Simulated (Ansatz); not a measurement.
# C2H6OSSi: a ladder of functionals and wavefunction methods

Aim: compute C2H6OSSi with functionals from several rungs and with coupled cluster. The yardstick is the atomisation energy at the CCSD(T) limit.

Program: Ansatz 0.2.0, Gaussian basis. Level of theory: functionals in def2-TZVPP, the program's frozen cores in correlated methods. These are calculated values, not measurements.

Plan: LDA (SPW92), PBE-D4, revPBE-D4, BLYP-D4, r2SCAN-D4, B97M-V, PBE0-D4, B3LYP-D4, r2SCANh-D4, r2SCAN0-D4, HSE06-D4, BHLYP-D4, CAM-B3LYP-D4, LC-ωPBE, ωB97X-V, ωB97M-V, B2PLYP, PBE-QIDH; CCSD(T)/def2-SVP; CCSD(T)/def2-TZVPP; MP2/def2-QZVPP; extrapolation to the limit; RPA on PBE.

## Step 1: The relaxed structure

The geometry comes from an earlier relaxation with PBE0-D4 in a triple-zeta def2 set; it is a stationary point, not always the lowest conformer.

SMILES `COC([SiH3])=S`, 11 atoms, charge 0, spin multiplicity 1.

Atoms are counted from 1 here; the program's logs count them from 0.

Bond lengths: C1–O2 1.424 Å, C1–H6 1.088 Å, C1–H7 1.092 Å, C1–H8 1.092 Å, O2–C3 1.325 Å, C3–Si4 1.908 Å, C3–S5 1.625 Å, Si4–H9 1.491 Å, Si4–H10 1.480 Å, Si4–H11 1.480 Å. Angles: O2–C1–H6 105.7°, O2–C1–H7 111.0°, O2–C1–H8 111.0°, H6–C1–H7 109.6°, H6–C1–H8 109.6°, H7–C1–H8 109.8°, C1–O2–C3 119.3°, O2–C3–Si4 126.8°, O2–C3–S5 120.5°, Si4–C3–S5 112.7°, C3–Si4–H9 114.3°, C3–Si4–H10 107.1°, C3–Si4–H11 107.1°, H9–Si4–H10 108.5°, H9–Si4–H11 108.4°, H10–Si4–H11 111.5°.

## Step 2: LDA

This LDA is Slater exchange with PW92 correlation.

in.yaml reads:

```yaml
crystal:
  periodic: [false, false, false]
  atoms:
    - {symbol: C, position_ang: [-1.104311, 1.277251, 0.077938]}
    - {symbol: O, position_ang: [-0.179856, 1.053971, -0.981948]}
    - {symbol: C, position_ang: [0.636784, 0.012036, -0.920372]}
    - {symbol: Si, position_ang: [0.731750, -1.285571, 0.475011]}
    - {symbol: S, position_ang: [1.702569, -0.272715, -2.113231]}
    - {symbol: H, position_ang: [-1.656376, 2.173580, -0.196065]}
    - {symbol: H, position_ang: [-0.583286, 1.442548, 1.023016]}
    - {symbol: H, position_ang: [-1.795309, 0.437852, 0.177615]}
    - {symbol: H, position_ang: [-0.223941, -1.053156, 1.595639]}
    - {symbol: H, position_ang: [2.108396, -1.242273, 1.016259]}
    - {symbol: H, position_ang: [0.428981, -2.600421, -0.133361]}
basis:
  gaussian: {orbitals: def2-TZVPP}
hamiltonian: {xc: lda}
output: {orbitals: {seedname: orbitals}}
```

Further steps of the session: PBE-D4 (GGA); revPBE-D4 (GGA); BLYP-D4 (GGA); r2SCAN-D4 (meta-GGA); B97M-V (meta-GGA); PBE0-D4 (hybrid); B3LYP-D4 (hybrid); r2SCANh-D4 (hybrid); r2SCAN0-D4 (hybrid); HSE06-D4 (hybrid); BHLYP-D4 (hybrid); CAM-B3LYP-D4 (range-separated); LC-ωPBE (range-separated); ωB97X-V (range-separated); ωB97M-V (range-separated); B2PLYP (double hybrid); PBE-QIDH (double hybrid); CCSD(T) in def2-SVP; CCSD(T) in def2-TZVPP; MP2 in def2-QZVPP; RPA on PBE orbitals.

Before running them: what should the planned runs give, taken together? Wanted: atomisation energy, CCSD(T)/CBS; farthest beyond LDA; mean size of error, GGA; mean size of error, meta-GGA; mean size of error, hybrid; mean size of error, range-separated; mean size of error, double hybrid; gap, smallest and largest; T1 diagnostic.

As calculated:

```
                               quantity                                                                                        value
        atomisation energy, CCSD(T)/CBS                                                                               930.1 kcal/mol
functionals within 4.7 kcal/mol (0.5 %)  revPBE-D4, BLYP-D4, PBE0-D4, B3LYP-D4, r2SCANh-D4, HSE06-D4, CAM-B3LYP-D4, ωB97X-V, ωB97M-V
                    farthest beyond LDA                                                                    BHLYP-D4 (-31.8 kcal/mol)
                mean size of error, GGA                                                                                 8.5 kcal/mol
           mean size of error, meta-GGA                                                                                 5.2 kcal/mol
             mean size of error, hybrid                                                                                 8.6 kcal/mol
    mean size of error, range-separated                                                                                 4.7 kcal/mol
      mean size of error, double hybrid                                                                                 9.8 kcal/mol
              gap, smallest and largest                                                     2.45 eV (LDA (SPW92)), 9.38 eV (LC-ωPBE)
                          T1 diagnostic                                                                                       0.0169
triples share of the correlation energy                                                                                        4.5 %
```

What this shows: The LDA atomisation energy is off by 147.1 kcal/mol (16 %): it overbinds. PBE-D4 is off by +22.9 kcal/mol. Double hybrids carry the basis error of their MP2 part in triple zeta, and no dispersion term here, so their miss is partly the set-up's. By mean error the best rung here is range-separated (4.7 kcal/mol) and the worst beyond LDA is double hybrid (9.8 kcal/mol). The gap between the best rungs is small, so their order is not settled. The reference freezes the cores and leaves out relativity and excitations past (T), so misses under about 4.7 kcal/mol can't be ranked. Hartree-Fock recovers 70 % of the binding; the rest is correlation. CCSD(T) in def2-SVP is off by -55.6 kcal/mol, more than most functionals: a good method in a small basis is no reference. The gap grows from 2.4 to 9.4 eV across the functionals, mostly with the share of exact exchange. The restricted reference is unstable towards a spin-broken one.
